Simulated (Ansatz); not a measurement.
# A workflow on AlCl (SMILES [Al][Cl])

Aim: a single-point energy (singlet AlCl, LC-wPBE/cc-pVDZ), then the energy (doublet Cl, ULC-wPBE/cc-pVDZ), then a single-point energy (doublet Cl, ULC-wPBE/cc-pVDZ), then the energy (doublet Al, ULC-wPBE/cc-pVDZ), then the energy (doublet Al, ULC-wPBE/cc-pVDZ) of AlCl and its partners. 

The results are computed with Ansatz 0.2.0.

## (1) The structure to begin with

AlCl: 2 atoms, total charge 0, spin state singlet. As SMILES, `[Al][Cl]`. Geometry: the measured bond length.

Bond lengths: Al1–Cl2 2.130 Å.

## (2) The energy at LC-wPBE/cc-pVDZ (run 1)

Input file run.yaml:

```yaml
crystal:
  periodic: [false, false, false]
  atoms:
    - symbol: Al
      position_ang: [0.000000, 0.000000, 0.000000]
    - symbol: Cl
      position_ang: [0.000000, 0.000000, 2.130113]
basis:
  gaussian: {orbitals: cc-pVDZ}
hamiltonian: {xc: {name: LC-wPBE}}
```

Started as:

```
ansatz run run.yaml --threads 1 --pin off --max-ram 2610MiB --events-out events.jsonl --progress --plain --runs-dir runs
```

The program printed:

```text
Warning: RAYON_NUM_THREADS=1 ignored (pool sized by the plan → 1); use --threads N
Functional definition: LC-wPBE
  name "LC-wPBE"
  parameter omega = 0.4/bohr
  exchange = pbe_x_sr(omega) + exact_x_lr(omega)
  correlation = pbe_c
376 factors; integrals over basis functions are off by at most 4.8e-4 eV
142 factors; integrals over basis functions are off by at most 1.7e-5 eV
mean field evaluation 1: about -19114.0751 eV, gradient 1.5e1 eV
mean field evaluation 2: about -19114.6461 eV, gradient 1.0e1 eV
mean field evaluation 4: about -19114.9051 eV, gradient 1.4e-1 eV
mean field evaluation 8: about -19114.9096 eV, gradient 2.5e-3 eV
mean field -19114.90962314 eV, -702.4599720991 hartree, gradient 6.0e-5 eV, S^2 0.000000; 0 other end points of the search recorded, 0 dependent functions left out
reference -19114.90962314 eV, -702.4599720993 hartree; 15, 15 occupied and 21, 21 virtual orbitals, 376 factors
Total energy: -19114.90962314 eV, -702.4599720993 hartree
```

Wall time 0.69 s (1 thread of Arm Neoverse V1, shared host).

## (3) The Cl atom: the energy at ULC-wPBE/cc-pVDZ (run 2)

Input file job.yaml:

```yaml
crystal:
  periodic: [false, false, false]
  atoms:
    - symbol: Cl
      position_ang: [0.000000, 0.000000, 2.130113]
basis:
  gaussian: {orbitals: cc-pVDZ}
total_charge: 0
magnetization: {spin_polarized: true, initial_magnetization: 1}
hamiltonian: {xc: {name: LC-wPBE}}
```

Run the same way, it converges to -460.01709 Eh (log not shown).

## (4) Cl among ghost functions: the energy at ULC-wPBE/cc-pVDZ (with ghost functions) (run 3)

Input file molecule.yaml:

```yaml
crystal:
  periodic: [false, false, false]
  atoms:
    - {symbol: Cl, position_ang: [0.000000, 0.000000, 2.130113]}
basis:
  gaussian:
    orbitals: cc-pVDZ
    ghost_atoms: [{symbol: Al, position_ang: [0.000000, 0.000000, 0.000000]}]
magnetization: {spin_polarized: true, initial_magnetization: 1}
total_charge: 0
hamiltonian: {xc: {name: LC-wPBE}}
```

Run the same way, it converges to -460.01834 Eh (log not shown).

## (5) The Al atom: the energy at ULC-wPBE/cc-pVDZ (run 4)

Input file job.yaml:

```yaml
crystal:
  periodic: [false, false, false]
  atoms:
    - symbol: Al
      position_ang: [0.000000, 0.000000, 0.000000]
basis:
  gaussian: {orbitals: cc-pVDZ}
hamiltonian: {xc: {name: LC-wPBE}}
magnetization: {spin_polarized: true, initial_magnetization: 1}
```

Run the same way, it converges to -242.26407 Eh (log not shown).

## (6) Al among ghost functions: a single-point energy at ULC-wPBE/cc-pVDZ (with ghost functions) (run 5)

Input file in.yaml:

```yaml
crystal:
  periodic: [false, false, false]
  atoms:
    - symbol: Al
      position_ang: [0.000000, 0.000000, 0.000000]
basis:
  gaussian:
    orbitals: cc-pVDZ
    ghost_atoms: [{symbol: Cl, position_ang: [0.000000, 0.000000, 2.130113]}]
magnetization:
  spin_polarized: true
  initial_magnetization: 1
hamiltonian:
  xc: {name: LC-wPBE}
```

Started as:

```
ansatz run in.yaml --threads 1 --pin off --max-ram 2610MiB --events-out events.jsonl --progress --plain --runs-dir runs
```

The program printed:

```text
Warning: RAYON_NUM_THREADS=1 ignored (pool sized by the plan → 1); use --threads N
[... 5 set-up lines as earlier in the session ...]
406 factors; their error is unknown
128 factors; integrals over basis functions are off by at most 1.6e-5 eV
mean field evaluation 1: about -6592.2470 eV, gradient 2.2e0 eV
mean field evaluation 2: about -6592.3461 eV, gradient 9.4e-1 eV
mean field evaluation 4: about -6592.3677 eV, gradient 1.3e-1 eV
mean field evaluation 8: about -6592.3511 eV, gradient 1.4e-3 eV
mean field evaluation 16: about -6592.3511 eV, gradient 4.7e-6 eV
mean field -6592.35113029 eV, -242.2644355819 hartree, gradient 4.7e-6 eV, S^2 0.759353; 1 other end points of the search recorded, 0 dependent functions left out
reference -6592.35113029 eV, -242.2644355822 hartree; 7, 6 occupied and 29, 30 virtual orbitals, 406 factors
Total energy: -6592.35113029 eV, -242.2644355822 hartree
```

It took 2.2 s on 1 thread of Arm Neoverse V1, shared host.

## (7) What came out

| quantity | value |
| --- | --- |
| run 1, LC-wPBE/cc-pVDZ: total energy | -702.45997 Eh |
| Cl atom: total energy | -460.01709 Eh |
| Cl atom: ⟨S²⟩ | 0.752 |
| Cl among ghost functions: total energy | -460.01834 Eh |
| Cl among ghost functions: ⟨S²⟩ | 0.752 |
| Al atom: total energy | -242.26407 Eh |
| Al atom: ⟨S²⟩ | 0.759 |
| Al among ghost functions: total energy | -242.26444 Eh |
| Al among ghost functions: ⟨S²⟩ | 0.759 |
| electronic atomisation energy | 4.866 eV |
| interaction energy of the rigid parts Cl and Al (parts in their own basis; closest atoms 2.13 Å apart) | -4.866 eV |
| interaction energy of the rigid parts Cl and Al (parts in the whole basis, counterpoise; closest atoms 2.13 Å apart) | -4.822 eV |

Taking the molecule apart into free atoms costs 4.87 eV (469 kJ/mol), before zero-point energy and without spin-orbit coupling. The interaction energy of the rigid parts Cl and Al (parts in their own basis; closest atoms 2.13 Å apart) is −4.87 eV (−469 kJ/mol): the parts attract. Without counterpoise this holds the superposition error of the basis. The interaction energy of the rigid parts Cl and Al (parts in the whole basis, counterpoise; closest atoms 2.13 Å apart) is −4.82 eV (−111 kcal/mol): the parts attract. The basis-set superposition error is 4.3 kJ/mol.
